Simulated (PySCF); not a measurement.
**GaH5O (Ga(H2O)H3) at CASSCF(8,8)/cc-pVDZ**

What is the vertical ionisation energy of GaH5O (Ga(H2O)H3) at CASSCF(8,8)/cc-pVDZ? 

Program for the calculation: PySCF 2.14.0.

1 further run of the same task is left out (set aside as unsound or not needed).

## 1. The structure to begin with

GaH5O has 7 atoms, charge 0, and is taken as a singlet. SMILES: `[H][Ga]([H])([H])<-[OH2]`. Geometry: a GFN2-xTB relaxation, a rough one for these elements and not checked as a minimum.

Bond lengths: Ga1–O2 2.113 Å, O2–H3 0.966 Å, O2–H4 0.966 Å, Ga1–H5 1.548 Å, Ga1–H6 1.553 Å, Ga1–H7 1.547 Å. Angles: Ga1–O2–H3 123.6°, Ga1–O2–H4 121.9°, O2–Ga1–H5 95.3°, O2–Ga1–H6 99.0°, O2–Ga1–H7 96.1°, H3–O2–H4 109.7°, H5–Ga1–H6 117.8°, H5–Ga1–H7 120.1°, H6–Ga1–H7 118.0°.

## 2. The energy at CASSCF(8,8)/cc-pVDZ

Contents of calc.py:

```python
# Ga(H2O)H3
import numpy
from pyscf import gto, scf, mp, mcscf

system = gto.M(
    atom=[
    ('Ga', (0.047560, -0.087380, -0.972750)),
    ('O', (0.001520, -0.008100, 1.138710)),
    ('H', (-0.779060, -0.224860, 1.664940)),
    ('H', (0.578250, 0.583140, 1.639190)),
    ('H', (1.591030, -0.048830, -1.083410)),
    ('H', (-0.733360, 1.218160, -1.282850)),
    ('H', (-0.705940, -1.432130, -1.103840)),
],
    basis='cc-pvdz',
    verbose=3,
    charge=0,
    max_memory=1860,
)

mf = system.RHF()
mf.conv_tol = 1e-10
mf.kernel()
if not mf.converged:
    mf = mf.newton().run(mf.mo_coeff, mf.mo_occ)

pt = mp.MP2(scf.addons.convert_to_uhf(mf)).run()
noons, natorbs = mcscf.addons.make_natural_orbitals(pt)
print('natural occupations', numpy.round(noons[:40], 4))
cas = mcscf.CASSCF(mf, 8, 8)
cas.fix_spin_(ss=0.0)
cas.natorb = True
cas.kernel(natorbs)
etot = cas.e_tot
print('E = %.10f Eh' % etot)
```

The run is started by

```sh
OMP_NUM_THREADS=1 python calc.py
```

Log:

```text
converged SCF energy = -2000.975932255
E(UMP2) = -2001.29446789408  E_corr = -0.31853563907958
E(SCS-UMP2) = -2001.2959140038  E_corr = -0.319981748792426
natural occupations [2.     2.     2.     2.     2.     1.9999 1.9998 1.9996 1.9996 1.9995
 1.9979 1.9979 1.9978 1.9977 1.9976 1.9864 1.9784 1.9752 1.9747 1.9718
 1.9678 1.9677 0.0227 0.0226 0.0192 0.0152 0.0124 0.0109 0.0103 0.0068
 0.006  0.006  0.0059 0.0056 0.0051 0.0048 0.0043 0.0042 0.0037 0.0036]
CASSCF energy = -2001.09909541227
CASCI E = -2001.09909541227  E(CI) = -24.6775790534221  S^2 = 0.0000000
E = -2001.0990954123 Eh
```

Run time: 9.3 s. Hardware: 1 thread of Arm Neoverse V1, shared host; peak memory 0.2 GiB.

## 3. The doublet cation at the same level

Contents of job.py:

```python
import numpy
from pyscf import gto, scf, mp, mcscf

mol = gto.M(
    atom=[
    ('Ga', (0.047560, -0.087380, -0.972750)),
    ('O', (0.001520, -0.008100, 1.138710)),
    ('H', (-0.779060, -0.224860, 1.664940)),
    ('H', (0.578250, 0.583140, 1.639190)),
    ('H', (1.591030, -0.048830, -1.083410)),
    ('H', (-0.733360, 1.218160, -1.282850)),
    ('H', (-0.705940, -1.432130, -1.103840)),
],
    spin=1,
    basis='cc-pvdz',
    verbose=3,
    max_memory=1860,
    charge=1,
)

mf = mol.ROHF()
mf.conv_tol = 1e-10
mf.kernel()
if not mf.converged:
    mf = mf.newton().run(mf.mo_coeff, mf.mo_occ)

pt = mp.MP2(scf.addons.convert_to_uhf(mf)).run()
noons, natorbs = mcscf.addons.make_natural_orbitals(pt)
print('natural occupations', numpy.round(noons[:40], 4))
cas = mcscf.CASSCF(mf, 8, 7)
cas.fix_spin_(ss=0.75)
cas.natorb = True
cas.kernel(natorbs)
energy = cas.e_tot
print('E = %.10f Eh' % energy)
```

The run is started by

```sh
OMP_NUM_THREADS=1 python job.py
```

Log:

```text
converged SCF energy = -2000.62262164899
E(UMP2) = -2000.92051163996  E_corr = -0.297889990967167
E(SCS-UMP2) = -2000.91945488181  E_corr = -0.296833232819657
natural occupations [2.     2.     2.     2.     2.     1.9999 1.9998 1.9997 1.9996 1.9996
 1.998  1.998  1.998  1.9977 1.9976 1.9862 1.9763 1.9723 1.9714 1.9681
 1.9669 1.0008 0.0232 0.0222 0.0193 0.0148 0.0123 0.0111 0.0066 0.0065
 0.0057 0.0049 0.0048 0.0047 0.0045 0.004  0.004  0.0031 0.0023 0.0023]
CASSCF energy = -2000.71548534196
CASCI E = -2000.71548534196  E(CI) = -17.3250164394271  S^2 = 0.7500000
E = -2000.7154853420 Eh
```

Run time: 9 s. Hardware: 1 thread of Arm Neoverse V1, shared host; peak memory 0.2 GiB.

## 4. Results

At CASSCF(8,8)/cc-pVDZ:

| quantity | value |
| --- | --- |
| singlet GaH5O: total energy | -2001.09910 Eh |
| singlet GaH5O: dipole moment (Hartree–Fock density) | 4.71 D |
| singlet GaH5O: HOMO energy (Hartree–Fock orbitals) | -10.58 eV |
| singlet GaH5O: LUMO energy (Hartree–Fock orbitals) | 2.79 eV |
| singlet GaH5O: HOMO–LUMO gap (Hartree–Fock orbitals) | 13.36 eV |
| doublet cation: total energy | -2000.71549 Eh |
| vertical ionisation energy (to the doublet cation) | 10.439 eV |

In words: Removing an electron at fixed nuclei costs 10.44 eV (1007 kJ/mol). Mulliken charges (doublet cation) of the mean-field density run from -0.30 on O2 to +0.65 on Ga1.
